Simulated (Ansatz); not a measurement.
## BaSr3, space group Fm-3m: a relaxation of cell and ions, step by step

Computed with Ansatz 0.2.0, Python API.

`basr3.cif`
```cif
data_BaSr3
_cell_length_a 6.894332
_cell_length_b 6.894332
_cell_length_c 6.894332
_cell_angle_alpha 60.00000
_cell_angle_beta 60.00000
_cell_angle_gamma 60.00000
_symmetry_space_group_name_H-M 'P 1'
_symmetry_Int_Tables_number 1
loop_
_symmetry_equiv_pos_as_xyz
'x, y, z'
loop_
_atom_site_label
_atom_site_type_symbol
_atom_site_fract_x
_atom_site_fract_y
_atom_site_fract_z
Ba1 Ba    0.000000    0.000000    0.000000
Sr2 Sr    0.250000    0.250000    0.250000
Sr3 Sr    0.750000    0.750000    0.750000
Sr4 Sr    0.500000    0.500000    0.500000
```

Notebook, run cell by cell (the value of a cell's last expression is shown):

In [1]:
```python
import ansatz as az
from ase import Atoms
from ase.data import atomic_numbers
from ase.io import read
from ase.io import write
import matplotlib.pyplot as plt
import numpy as np
import spglib
```

In [2]:
```python
def edges_and_angles(cell):
    cell = np.asarray(cell)
    a, b, c = np.linalg.norm(cell, axis=1)
    cosines = cell[1] @ cell[2] / (b * c), cell[0] @ cell[2] / (a * c), cell[0] @ cell[1] / (a * b)
    return (a, b, c, *np.degrees(np.arccos(cosines)))
```

In [3]:
```python
atoms = read('basr3.cif')
basr3 = az.Crystal.from_ase(atoms)
```

In [4]:
```python
[site.symbol for site in basr3.resolved().sites]
```
Out [4]:
```text
['Ba', 'Sr', 'Sr', 'Sr']
```

In [5]:
```python
# part of the cell is held
calc = basr3.calculation()
calc = calc.functional('pbesol').basis(20 * az.Ha)
calc = calc.kpoints(5, 5, 5, center='gamma').occupations(az.OccupationsMethod.FERMI_DIRAC, width=0.1)
calc = calc.relax(fix_cell=['c', 'angles'])
steps = []
```

In [6]:
```python
def collect(event):
    if event['event'] == 'relax_step':
        steps.append(event['data'])
```

In [7]:
```python
result = calc.session().plan().execute(on_event=collect)
r = result.report
```
```text
DeckWarning: crystal.symmetry: narrowed to the stabiliser of the fixed cell quantities (relax.cell.fix) — unitary ops 48 → 4. The narrowing is safe, since a smaller group never makes results wrong: the run goes on under it, on as many k-points as the starting group would need, or more. Excluded: 44 operations that would move a fixed cell quantity at a test strain (relax.cell.fix fixes c, alpha, beta, gamma). The cell can leave their symmetry as it relaxes.
```

In [8]:
```python
r['n_electrons']
```
Out [8]:
```text
40.0
```

In [9]:
```python
r['n_iterations'], r['closed_by']
```
Out [9]:
```text
(4, 'deck_thresholds')
```

In [10]:
```python
for s in steps:
    flag = '' if s['accepted'] else '  (rejected)'
    print('step %2d  E = %.5f eV  largest force component = %.4f eV/A%s' % (s['step'], s['lagrangian_ev'], s['allowed_force_max_ev_ang'], flag))
```
```text
step  1  E = -16339.27026 eV  largest force component = 0.0000 eV/A
step  2  E = -16339.29143 eV  largest force component = 0.0026 eV/A
step  3  E = -16339.30847 eV  largest force component = 0.0029 eV/A
step  4  E = -16339.30867 eV  largest force component = 0.0013 eV/A
step  5  E = -16339.30866 eV  largest force component = 0.0013 eV/A
```

In [11]:
```python
first, last = steps[0], steps[-1]
symbols = [site.symbol for site in result.lattice.sites]
print(f'energy gained {first["lagrangian_ev"] - last["lagrangian_ev"]:.4f} eV in {len(steps) - 1} steps')
for label, vectors in (('before', first['cell_ang']), ('after', result.lattice.cell_ang)):
    print(label, 'a b c (A) {:.4f} {:.4f} {:.4f}  angles {:.2f} {:.2f} {:.2f}'.format(*edges_and_angles(vectors)), f' V = {abs(np.linalg.det(vectors)):.3f} A^3')
print('final stress xx yy zz (GPa, compression positive):', np.round(np.diag(r['stress_gpa']), 3) + 0.0)
```
```text
energy gained 0.0384 eV in 4 steps
before a b c (A) 6.8943 6.8943 6.8943  angles 60.00 60.00 60.00  V = 231.719 A^3
after a b c (A) 6.6927 6.6927 6.8943  angles 60.00 60.00 60.00  V = 218.362 A^3
final stress xx yy zz (GPa, compression positive): [-0.108  0.007 -0.781]
```

In [12]:
```python
print('atom   start x y z (A)              end x y z (A)')
for symbol, a, b in zip(symbols, first['positions_ang'], last['positions_ang']):
    print(f'{symbol:3s}', ' '.join(f'{v:8.4f}' for v in a), '  ', ' '.join(f'{v:8.4f}' for v in b))

fractions = [site.position_frac for site in result.lattice.sites]
numbers = [atomic_numbers[s] for s in symbols]
for tolerance in (1e-3, 1e-2, 1e-1):
    print(f'space group at {tolerance} A:', spglib.get_spacegroup((result.lattice.cell_ang, fractions, numbers), symprec=tolerance))
```
```text
atom   start x y z (A)              end x y z (A)
Ba    0.0000   0.0000   0.0000      0.0000   0.0000   0.0000
Sr    3.4472   1.9902   1.4073      3.3583   1.9389   1.4523
Sr   10.3415   5.9707   4.2219     10.0760   5.8174   4.3400
Sr    6.8943   3.9804   2.8146      6.7171   3.8781   2.8962
space group at 0.001 A: C2/m (12)
space group at 0.01 A: C2/m (12)
space group at 0.1 A: C2/m (12)
```

In [13]:
```python
relaxed = Atoms(symbols, positions=[site.position_ang for site in result.lattice.sites], cell=result.lattice.cell_ang, pbc=True)
write('relaxed.extxyz', relaxed, format='extxyz')
```

In [14]:
```python
fig, (top, bottom) = plt.subplots(2, 1, sharex=True, figsize=(4.5, 4))
top.plot([s['lagrangian_ev'] - last['lagrangian_ev'] for s in steps], 'o-')
top.set_ylabel('E - E(final) (eV)')
bottom.semilogy([max(s['allowed_force_max_ev_ang'], 1e-6) for s in steps], 's-')
bottom.set(xlabel='step', ylabel='largest force (eV/A)')
fig.tight_layout()
fig.savefig('relax.png', dpi=100)
```

In [15]:
```python
print('%-22s %14.5f eV' % ('F = E - TS', r['free_energy_ev']))
print('%-22s %14.5f eV' % ('E', r['internal_energy_ev']))
print('%-22s %14.5f eV' % ('Harris-Foulkes', r['harris_foulkes_ev']))
print('%-22s %14.5f eV' % ('Fermi level', r['fermi_energy_ev']))
```
```text
F = E - TS               -16339.30866 eV
E                        -16339.12860 eV
Harris-Foulkes           -16339.30866 eV
Fermi level                   5.47079 eV
```

`relaxed.extxyz`, as written:
```text
4
Lattice="6.692398371650027 -0.0001595822106153289 0.06082490395519661 3.3460609835766295 5.795866793199841 0.0608249039551966 3.3958164445235615 1.9605755383642356 5.670660275461327" Properties=species:S:1:pos:R:3 pbc="T T T"
Ba       0.00000000       0.00000000       0.00000000
Sr       3.35830335       1.93891735       1.45229791
Sr      10.07597245       5.81736540       4.34001217
Sr       6.71713790       3.87814137       2.89615504
```

Reading the output:
- The settings weren't tested for convergence.
- Forces vanish by symmetry, so the ions can't move, and the end may be a saddle.
- Part of the cell is held or a pressure is applied, so the end point needn't be the zero-pressure lattice.
- For a metal this k-point mesh is coarse: on a finer one energies can move by several to tens of meV an atom and pressures by half a GPa or more, differences at one mesh by less.
- The zero of the levels is a convention of the potentials, so an absolute Fermi energy is no work function.
- Energies along a relaxation are free energies. Rows at an unchanged volume are solved on a plane-wave basis chosen afresh for that cell, so the energy jumps there and such rows are no steps of the walk.
- Edges and angles are those of the cell as typed, here a primitive one, not of the conventional cell.
- The cell relaxed to the group C2/m; tensors and edges are in the axes of the typed cell.
- This cell is a computed structure, which may not be the phase found in nature.
- Warnings are shown shortened and without file and line.
- Finished in 83 s on 1 thread of Arm Neoverse V2 (shared host), peak memory 0.83 GiB.

(Lines on the test bed's own set-up are left out of the output.)
